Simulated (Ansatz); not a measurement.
# EuMnBi2: the cost of one run

Program: Ansatz 0.2.0. Level of theory: DFT PBE+U, scalar-relativistic, plane waves, PAW. These are calculated values, not measurements.

## Step 1: The system as given

It takes space group I4/mmm (No. 139, tetragonal). The conventional cell has a = 4.626 Å, b = 4.626 Å, c = 21.820 Å, α = 90.00°, β = 90.00°, γ = 90.00°. Eu (site symmetry 4mm) has 8 Bi at 3.47 to 3.51 Å and 4 Mn at 3.64 Å as nearest neighbours. Mn (site symmetry -4m2) has 4 Bi at 2.84 Å as nearest neighbours. Around Bi (site symmetry 4mm) lie 4 Mn at 2.84 Å. Bi (site symmetry mmm) is surrounded by 4 Bi at 3.27 Å and 4 Eu at 3.51 Å.

Coordinates:

```
Eu Mn Bi
1.0
     4.62628    0.00000    0.00000
     0.00000    4.62628    0.00000
     0.00000    0.00000   21.81994
Eu Mn Bi
4 4 8
Direct
  0.00000 0.00000 0.12116
  0.00000 0.00000 0.87884
  0.50000 0.50000 0.62116
  0.50000 0.50000 0.37884
  0.00000 0.50000 0.25000
  0.50000 0.00000 0.25000
  0.50000 0.00000 0.75000
  0.00000 0.50000 0.75000
  0.00000 0.00000 0.32542
  0.00000 0.00000 0.67458
  0.00000 0.50000 0.00000
  0.50000 0.00000 0.00000
  0.50000 0.50000 0.82542
  0.50000 0.50000 0.17458
  0.50000 0.00000 0.50000
  0.00000 0.50000 0.50000
```

## Step 2: Coarse mesh, to find the state of the open shells

input.yaml reads:

```yaml
crystal:
  lattice:
    - [4.6262785854, 0.0, 0.0]
    - [0.0, 4.6262785854, 0.0]
    - [0.0, 0.0, 21.8199410952]
  atoms:
    - { symbol: Eu, position: [0.0, 0.0, 0.1211599685], spin: 7.0 }
    - { symbol: Eu, position: [0.0, 0.0, 0.8788400315], spin: 7.0 }
    - { symbol: Mn, position: [0.0, 0.5, 0.25], spin: 3.5 }
    - { symbol: Mn, position: [0.5, 0.0, 0.25], spin: 3.5 }
    - { symbol: Bi, position: [0.0, 0.0, 0.3254162834] }
    - { symbol: Bi, position: [0.0, 0.0, 0.6745837166] }
    - { symbol: Bi, position: [0.0, 0.5, 0.0] }
    - { symbol: Bi, position: [0.5, 0.0, 0.0] }
    - { symbol: Eu, position: [0.5, 0.5, 0.6211599685], spin: 7.0 }
    - { symbol: Eu, position: [0.5, 0.5, 1.3788400315], spin: 7.0 }
    - { symbol: Mn, position: [0.5, 1.0, 0.75], spin: 3.5 }
    - { symbol: Mn, position: [1.0, 0.5, 0.75], spin: 3.5 }
    - { symbol: Bi, position: [0.5, 0.5, 0.8254162834] }
    - { symbol: Bi, position: [0.5, 0.5, 1.1745837166] }
    - { symbol: Bi, position: [0.5, 1.0, 0.5] }
    - { symbol: Bi, position: [1.0, 0.5, 0.5] }
basis:
  ecutwfc: 420
  ecutrho_ratio: 4
kpoints:
  mp_grid: { grid: [3, 3, 1] }
hamiltonian:
  xc: pbe
  hubbard: { sites: [{ species: Eu, l: f, u_eff: 6.0 }] }
scf:
  occupations: { method: gaussian, width: 0.05 }
output:
  forces: true
  stress: true
  eigenvalues: true
  populations: true
  hubbard: { sites: [{ species: Eu, l: f }] }
magnetization:
  spin_polarized: true
```

On the command line:

```console
$ ansatz run input.yaml --threads 8 --pin off --max-ram 22528MiB --backend cpu --events-out ev --progress --plain --runs-dir out
```

Q: Estimate wall time and peak memory on 8 threads of Arm Neoverse V1, shared host.

About 36 s, with a peak of 2.4 GiB.
